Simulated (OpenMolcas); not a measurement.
# HF/ANO-RCC-VDZ (DKH1) run of GeF4 (SMILES [F][Ge]([F])([F])[F])

What is the vertical singlet–triplet gap of GeF4 at HF/ANO-RCC-VDZ (DKH1)? 

The calculation is run with OpenMolcas 26.06.

## 1. The structure to begin with

GeF4 has 5 atoms, charge 0, and is taken as a singlet. As SMILES, `[F][Ge]([F])([F])[F]`. The shape comes from GFN2-xTB, which is rough for such elements, and wasn't checked as a minimum.

Bond lengths: F1–Ge2 1.672 Å, Ge2–F3 1.673 Å, Ge2–F4 1.674 Å, Ge2–F5 1.672 Å. Angles: F1–Ge2–F3 109.3°, F1–Ge2–F4 109.7°, F1–Ge2–F5 109.4°, F3–Ge2–F4 109.4°, F3–Ge2–F5 109.7°, F4–Ge2–F5 109.3°.

## 2. The energy at HF/ANO-RCC-VDZ (DKH1)

struct.xyz reads:

```xyz
5

F     -0.445650     0.094790     1.609200
Ge     0.000290     0.000080     0.000400
F      1.262460    -1.085410    -0.160740
F     -1.300340    -0.518920    -0.916670
F      0.483230     1.509470    -0.532190
```

job.inp reads:

```
>>> EXPORT MOLCAS_PRINT=2

&GATEWAY
 COORD
 struct.xyz
 BASIS
 ANO-RCC-VDZ
 GROUP
 NoSym

&SEWARD
 RELATIVISTIC
 R01O00
 EXPERT

&SCF
 PRORBITALS
 1 1
```

Run with:

```bash
$ export MOLCAS_MEM=1860
$ pymolcas job.inp > job.log
```

Log:

```text
--- Start Module: gateway ---
[...]
--- Stop Module: gateway /rc=_RC_ALL_IS_WELL_ ---
--- Start Module: seward ---
[...]
 ###    WARNING:  EXPERT option is ON!                                       ###
 ###############################################################################
               SEWARD will generate:
[...]
      Basis functions           58
--- Stop Module: seward /rc=_RC_ALL_IS_WELL_ ---
[...]
--- Start Module: scf ---
[...]
       Convergence after   9 Iterations
[...]
::    Total SCF energy                              -2500.1932993774
[...]
      Total spin, S                                     0.0000000000
[...]
      Total electronic charge=   68.000000
      Total            charge=   -0.000000
[...]
      Dipole Moment (debye):
      Origin of the operator (angstrom)=    0.0001    0.0000    0.0001
                   X=  5.2849E-03               Y=  1.8096E-03               Z=  6.8498E-03           Total=  8.8388E-03
      Quadrupole Moment (debye*angstrom):
[...]
--- Stop Module: scf /rc=_RC_ALL_IS_WELL_ ---
[...]
```

It took 6 s on 1 thread of Arm Neoverse V1, shared host; peak memory 0.41 GiB.

## 3. The triplet

struct.xyz is that of step 2.

job.input reads:

```
&GATEWAY
  COORD=struct.xyz
  BASIS=ANO-RCC-VDZ
  GROUP=NoSym

&SEWARD
  RELATIVISTIC=R01O00
  EXPERT

&SCF
  UHF
  SPIN=3
  PRORBITALS=1 1
```

Run with:

```bash
$ export MOLCAS_MEM=1860
$ pymolcas job.input > job.log
```

Log:

```text
--- Start Module: gateway ---
[...]
--- Stop Module: gateway /rc=_RC_ALL_IS_WELL_ ---
--- Start Module: seward ---
[...]
 ###    WARNING:  EXPERT option is ON!                                       ###
 ###############################################################################
               SEWARD will generate:
[...]
      Basis functions           58
--- Stop Module: seward /rc=_RC_ALL_IS_WELL_ ---
[...]
--- Start Module: scf ---
[...]
       Convergence after  66 Iterations
[...]
::    Total SCF energy                              -2499.8874369630
[...]
      Total spin, S                                     1.0044279695
[...]
      Total electronic charge=   68.000000
      Total            charge=   -0.000000
[...]
      Dipole Moment (debye):
      Origin of the operator (angstrom)=    0.0001    0.0000    0.0001
                   X=  3.4761E+00               Y= -3.0451E+00               Z= -4.5047E-01           Total=  4.6431E+00
      Quadrupole Moment (debye*angstrom):
[...]
--- Stop Module: scf /rc=_RC_ALL_IS_WELL_ ---
[...]
```

It took 11 s on 1 thread of Arm Neoverse V1, shared host; peak memory 0.41 GiB.

## 4. Summary of results

Level: HF/ANO-RCC-VDZ (DKH1).

```
                                        quantity           value
                           singlet: total energy  -2500.19330 Eh
                          singlet: dipole moment          0.01 D
                            singlet: HOMO energy       -19.05 eV
                            singlet: LUMO energy         0.98 eV
                          singlet: HOMO–LUMO gap        20.03 eV
                           triplet: total energy  -2499.88744 Eh
                          triplet: dipole moment          4.64 D
     triplet: HOMO energy (highest over α and β)        -8.12 eV
      triplet: LUMO energy (lowest over α and β)        -4.70 eV
                                   triplet: ⟨S²⟩           2.013
vertical energy of the triplet above the singlet        8.323 eV
```

In words: At this shape the triplet lies 8.32 eV (192 kcal/mol) above the singlet.
